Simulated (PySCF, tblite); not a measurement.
# C9H12O3S: NMR shifts, part 2 of 2

tblite 0.8.0 and PySCF 2.14.0. Atoms count from 0. The steps go on from the part before.

### Step 5. NMR shifts: GIAO KT3/pcSseg-2

The job: settings as JSON, then the geometry in Å.

```
{"job": {"kind": "nmr", "xc": "KT3", "basis": "pcSseg-2", "pop": false}, "charge": 0, "multiplicity": 1}
C      3.676700     0.219271     0.772920
C      2.428408    -0.624208     0.775190
O      2.077248    -0.874047    -0.587989
S      0.880772    -1.925327    -0.887539
O      0.948980    -2.992727     0.096512
O      0.975845    -2.174450    -2.307635
C     -0.563649    -0.960664    -0.560892
C     -1.229923    -1.106728     0.652723
C     -2.359047    -0.330230     0.898907
C     -2.831891     0.582374    -0.050981
C     -4.066027     1.395016     0.203198
C     -2.140767     0.700906    -1.266442
C     -1.012604    -0.064289    -1.530596
H      3.504110     1.176329     0.260064
H      3.990556     0.428156     1.806208
H      4.494738    -0.305957     0.259234
H      1.593080    -0.102632     1.276709
H      2.587525    -1.586277     1.286146
H     -0.868743    -1.835043     1.381298
H     -2.888597    -0.440067     1.848798
H     -3.942910     2.431137    -0.145202
H     -4.928197     0.971280    -0.337851
H     -4.323430     1.417853     1.271084
H     -2.500511     1.403941    -2.022388
H     -0.481931     0.013505    -2.481494
```

Method: GIAO KT3/pcSseg-2 NMR shielding, non-relativistic, gas phase.

Standard output:

```text
start: PBE on a coarse grid of 21189 points
cycle   1  E = -973.0300387278  dE =  2.275e+00  |g| = 1.460e+00  |ddm| = 4.205e+00
cycle   2  E = -971.2537442060  dE =  1.776e+00  |g| = 3.413e+00  |ddm| = 1.070e+01
cycle   3  E = -973.3411652894  dE = -2.087e+00  |g| = 5.867e-01  |ddm| = 9.834e+00
cycle   4  E = -973.4075062861  dE = -6.634e-02  |g| = 2.779e-01  |ddm| = 1.125e+00
cycle   5  E = -973.4212415359  dE = -1.374e-02  |g| = 1.249e-01  |ddm| = 3.032e-01
cycle   6  E = -973.4248927382  dE = -3.651e-03  |g| = 2.835e-02  |ddm| = 1.193e-01
cycle   7  E = -973.4250561566  dE = -1.634e-04  |g| = 1.300e-02  |ddm| = 3.755e-02
cycle   8  E = -973.4250898684  dE = -3.371e-05  |g| = 4.805e-03  |ddm| = 1.614e-02
final grid: 193070 points
cycle   9  E = -985.8123251707  dE = -4.460e-02  |g| = 2.231e-01  |ddm| = 4.580e+00
cycle  10  E = -985.7950943296  dE =  1.723e-02  |g| = 3.546e-01  |ddm| = 6.092e-01
cycle  11  E = -985.8172910480  dE = -2.220e-02  |g| = 8.884e-02  |ddm| = 5.237e-01
cycle  12  E = -985.8183728364  dE = -1.082e-03  |g| = 3.714e-02  |ddm| = 1.572e-01
cycle  13  E = -985.8187201817  dE = -3.473e-04  |g| = 8.865e-03  |ddm| = 5.439e-02
cycle  14  E = -985.8187405079  dE = -2.033e-05  |g| = 1.703e-03  |ddm| = 9.581e-03
cycle  15  E = -985.8187411579  dE = -6.500e-07  |g| = 9.188e-04  |ddm| = 2.702e-03
cycle  16  E = -985.8187388016  dE =  2.356e-06  |g| = 1.493e-04  |ddm| = 1.282e-03
cycle  17  E = -985.8187388372  dE = -3.561e-08  |g| = 8.405e-05  |ddm| = 8.352e-04
converged SCF energy = -985.8187388372

GIAO shielding tensors (ppm)
atom      isotropic    diamagn.    paramagn.     s11        s22        s33       span
  0 C      164.553     237.974     -73.420    150.772    161.205    181.684     30.912
  1 C      115.090     248.446    -133.356     84.462    101.333    159.475     75.013
  2 O      103.299     398.689    -295.390     -4.646     60.830    253.714    258.360
  3 S      197.287    1052.562    -855.275     35.903    171.353    384.606    348.704
  4 O      109.869     395.442    -285.573     89.906    112.969    126.732     36.826
  5 O      105.285     393.209    -287.924     64.862    113.290    137.703     72.842
  6 C       47.241     269.620    -222.379    -25.135     37.683    129.174    154.309
  7 C       55.133     262.089    -206.957    -39.572     37.612    167.357    206.929
  8 C       55.283     262.249    -206.965    -39.782     52.013    153.619    193.401
  9 C       39.361     262.292    -222.930    -55.437      4.664    168.857    224.293
 10 C      157.315     232.962     -75.647    136.195    151.342    184.408     48.214
 11 C       53.432     262.869    -209.437    -43.918     46.319    157.894    201.813
 12 C       55.227     262.884    -207.656    -38.857     35.695    168.843    207.701
 13 H       30.292      32.510      -2.218     26.118     29.356     35.401      9.282
 14 H       30.339      27.620       2.719     26.384     27.673     36.961     10.577
 15 H       30.025      26.668       3.357     26.248     28.183     35.644      9.396
 16 H       28.130      40.444     -12.314     22.590     30.225     31.574      8.983
 17 H       27.186      32.439      -5.253     22.848     28.404     30.306      7.458
 18 H       23.613      35.217     -11.604     19.773     22.100     28.965      9.192
 19 H       24.190      32.237      -8.047     20.625     23.581     28.364      7.739
 20 H       28.875      26.779       2.096     24.263     28.275     34.086      9.823
 21 H       28.671      21.803       6.868     25.055     26.520     34.438      9.383
 22 H       29.176      26.070       3.106     24.412     29.025     34.092      9.680
 23 H       24.056      31.955      -7.899     20.487     23.289     28.393      7.906
 24 H       23.527      35.208     -11.681     19.497     22.182     28.902      9.404
```

Wall time 55 s (2 threads of Arm Neoverse N1, shared host); peak memory 1.2 GiB.

### Step 6. NMR shifts: GIAO PBE0/pcSseg-1 in chloroform

The job, as its differences from that of step 5:

```diff
@@ -1,2 +1,2 @@
-{"job": {"kind": "nmr", "xc": "KT3", "basis": "pcSseg-2", "pop": false}, "charge": 0, "multiplicity": 1}
+{"job": {"kind": "nmr", "xc": "PBE0", "basis": "pcSseg-1", "pop": false, "solvent": "chloroform"}, "charge": 0, "multiplicity": 1}
 C      3.676700     0.219271     0.772920
```

With the program's defaults for keys left out, this is: GIAO PBE0/pcSseg-1 NMR shielding, non-relativistic, IEF-PCM chloroform.

Standard output:

```text
start: PBE on a coarse grid of 21189 points
cycle   1  E = -972.5385254602  dE =  2.350e+00  |g| = 1.429e+00  |ddm| = 5.099e+00
cycle   2  E = -971.0656554550  dE =  1.473e+00  |g| = 3.130e+00  |ddm| = 4.508e+00
cycle   3  E = -972.8596274520  dE = -1.794e+00  |g| = 5.054e-01  |ddm| = 3.774e+00
cycle   4  E = -972.9112705131  dE = -5.164e-02  |g| = 2.248e-01  |ddm| = 7.235e-01
cycle   5  E = -972.9205325651  dE = -9.262e-03  |g| = 8.919e-02  |ddm| = 2.313e-01
cycle   6  E = -972.9223446305  dE = -1.812e-03  |g| = 1.948e-02  |ddm| = 9.814e-02
cycle   7  E = -972.9224247094  dE = -8.008e-05  |g| = 6.982e-03  |ddm| = 2.374e-02
final grid: 193070 points
cycle   8  E = -973.1212254055  dE = -8.473e-03  |g| = 7.702e-02  |ddm| = 4.593e-01
cycle   9  E = -973.1195874311  dE =  1.638e-03  |g| = 1.222e-01  |ddm| = 1.806e-01
cycle  10  E = -973.1224153384  dE = -2.828e-03  |g| = 1.412e-02  |ddm| = 1.173e-01
cycle  11  E = -973.1224537074  dE = -3.837e-05  |g| = 4.647e-03  |ddm| = 1.520e-02
cycle  12  E = -973.1224577821  dE = -4.075e-06  |g| = 1.581e-03  |ddm| = 5.023e-03
cycle  13  E = -973.1224583792  dE = -5.971e-07  |g| = 3.174e-04  |ddm| = 1.653e-03
cycle  14  E = -973.1224588176  dE = -4.384e-07  |g| = 1.086e-04  |ddm| = 3.404e-04
cycle  15  E = -973.1224605999  dE = -1.782e-06  |g| = 3.033e-05  |ddm| = 1.314e-04
converged SCF energy = -973.1224605999

GIAO shielding tensors (ppm)
atom      isotropic    diamagn.    paramagn.     s11        s22        s33       span
  0 C      169.193     246.332     -77.138    155.298    167.129    185.153     29.855
  1 C      120.673     249.320    -128.647     89.727    105.635    166.657     76.930
  2 O      120.733     407.949    -287.216     12.050     70.707    279.442    267.392
  3 S      176.297    1053.139    -876.842     25.287    158.244    345.360    320.073
  4 O      127.915     403.379    -275.465    107.643    130.736    145.364     37.721
  5 O      123.100     400.871    -277.771     87.209    128.046    154.046     66.837
  6 C       45.915     273.795    -227.880    -31.412     38.526    130.630    162.041
  7 C       50.326     252.695    -202.369    -51.919     27.798    175.098    227.016
  8 C       50.082     254.606    -204.524    -51.067     39.785    161.529    212.596
  9 C       31.886     264.592    -232.706    -71.927     -8.246    175.831    247.759
 10 C      161.360     241.181     -79.821    142.540    153.795    187.745     45.204
 11 C       48.065     254.605    -206.540    -55.337     33.958    165.575    220.912
 12 C       51.049     252.189    -201.140    -50.421     27.026    176.542    226.964
 13 H       30.047      30.835      -0.788     25.415     29.015     35.711     10.297
 14 H       30.087      27.052       3.035     25.700     27.125     37.437     11.738
 15 H       29.803      26.730       3.073     25.592     27.833     35.985     10.393
 16 H       28.054      36.321      -8.267     22.060     30.570     31.532      9.471
 17 H       27.239      31.728      -4.489     22.279     28.397     31.042      8.763
 18 H       23.289      34.585     -11.297     18.955     22.143     28.768      9.813
 19 H       23.633      33.260      -9.627     19.575     23.570     27.756      8.181
 20 H       28.645      26.862       1.783     23.727     27.801     34.406     10.678
 21 H       28.461      23.710       4.751     24.619     26.040     34.723     10.104
 22 H       28.924      27.118       1.806     23.837     28.462     34.472     10.635
 23 H       23.512      33.038      -9.526     19.426     23.291     27.819      8.393
 24 H       23.181      34.061     -10.880     18.653     22.142     28.748     10.095
```

Run time: 26 s. Hardware: 2 threads of Arm Neoverse N1, shared host; peak memory 1 GiB.

### Step 7. Summary of results

The summary covers parts 1 to 2.

| quantity | value |
| --- | --- |
| point group | C1 |
| rotational constants (main isotopes) | 1.25, 0.43, 0.39 GHz |
| $^{13}$C shifts against TMS (PBE0/pcSseg-2, means over atoms taken as alike) | 155.5, 144.3, 138.9, 138.5, 65.6, 23.9, 16.0 ppm |
| $^{1}$H shifts against TMS (PBE0/pcSseg-2, means over atoms taken as alike) | 8.13, 7.52, 3.61, 2.49, 1.11 ppm |
| $^{17}$O shifts against H2O (PBE0/pcSseg-2, means over atoms taken as alike) | 215.0, 214.6 ppm |
| $^{33}$S shifts against CS2 (PBE0/pcSseg-2) | 347 ppm |
| measured, and computed on the same scale | C1 δ 66.9, 65.6; C0 δ 14.7, 16.0; H16 δ 4.07, 3.61; H13 δ 1.30, 1.11 ppm |

**Reading.** The optimisation took 11 steps and gained 0.127 eV; among the close pairs (by a distance rule), S3–O4 changed most, from 1.433 to 1.453 Å (PBE0/def2-SVP). At PBE0/pcSseg-2: The widest tensor belongs to S3: span 355 ppm, with a paramagnetic part of -893 ppm. 2 measured $^{13}$C shifts can be compared: mean absolute error 1.3 ppm, mean signed error +0.0 ppm. Against the measured $^{1}$H shifts the unscaled results are off by 0.32 ppm on average (signed mean -0.32, 2 signals). Vibration, temperature and solvent are missing from the calculation, and it holds one conformer, so part of the miss against the measured shifts is not the functional's. NICS(1)zz of -27 ppm above the planar ring from C6 marks a diatropic (aromatic) ring current.
